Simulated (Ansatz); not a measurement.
# GaH₂Br₂N: basis-set convergence

How large a basis does GaH₂Br₂N need? Two functionals are run in growing sets.

The runs use Ansatz 0.2.0, Gaussian basis; one geometry, several basis sets.

Plan: PBE0-D4/def2-SVP; ωB97M-V/def2-SVP; PBE0-D4/def2-QZVPP; ωB97M-V/def2-QZVPP; the functionals' def2-TZVPP values are taken from earlier runs.

**1. The geometry**

All runs share one geometry, relaxed beforehand with PBE0-D4 in a triple-zeta def2 set.

SMILES `[NH2][Ga]([Br])[Br]`, 6 atoms, charge 0, spin multiplicity 1.

Atoms are counted from 1 here; the program's logs count them from 0.

Bond lengths: N1–Ga2 1.793 Å, N1–H5 1.005 Å, N1–H6 1.005 Å, Ga2–Br3 2.270 Å, Ga2–Br4 2.270 Å. Angles: Ga2–N1–H5 123.1°, Ga2–N1–H6 123.1°, H5–N1–H6 113.7°, N1–Ga2–Br3 120.1°, N1–Ga2–Br4 120.1°, Br3–Ga2–Br4 119.7°.

As a file:

```xyz
6
charge 0, multiplicity 1
N    -0.2877    1.0341   -0.1410
Ga    0.2046   -0.6770    0.0701
Br   -0.6239   -2.2799   -1.3078
Br    1.6731   -1.2473    1.7048
H     0.0300    1.7743    0.4598
H    -0.9539    1.3318   -0.8321
```

**2. PBE0-D4 in def2-SVP**

Input file in.yaml:

```yaml
crystal:
  periodic: [false, false, false]
  atoms:
    - {symbol: N, position_ang: [-0.287744, 1.034110, -0.141048]}
    - {symbol: Ga, position_ang: [0.204575, -0.677047, 0.070096]}
    - {symbol: Br, position_ang: [-0.623899, -2.279886, -1.307821]}
    - {symbol: Br, position_ang: [1.673090, -1.247335, 1.704825]}
    - {symbol: H, position_ang: [0.029982, 1.774303, 0.459843]}
    - {symbol: H, position_ang: [-0.953904, 1.331756, -0.832095]}
basis:
  gaussian: {orbitals: def2-SVP}
hamiltonian: {xc: pbe0, dispersion: d4}
output: {orbitals: {seedname: orbitals}}
```

Run with:

```console
$ ansatz run in.yaml --threads 4 --pin off --events-out ev --progress --plain --max-ram 10444MiB
```

The runs that follow: ωB97M-V in def2-SVP; PBE0-D4 in def2-QZVPP; ωB97M-V in def2-QZVPP.

Q: Predict the results of all the runs planned. Wanted: PBE0-D4: double and triple zeta above quadruple; ωB97M-V: double and triple zeta above quadruple.

As calculated:

| quantity | value |
| --- | --- |
| PBE0-D4: double and triple zeta above quadruple | 29.73, 4.14 eV |
| ωB97M-V: double and triple zeta above quadruple | 29.51, 3.99 eV |

**Reading.** PBE0-D4 gains 25.59 eV from double to triple zeta, then 4.14 eV more. These are total energies; as a rule much of such shifts cancels in differences, which this series doesn't test. The LUMO of ωB97M-V is positive and keeps falling with the basis (0.91 to 0.39 eV): an unbound level that the basis holds in place.
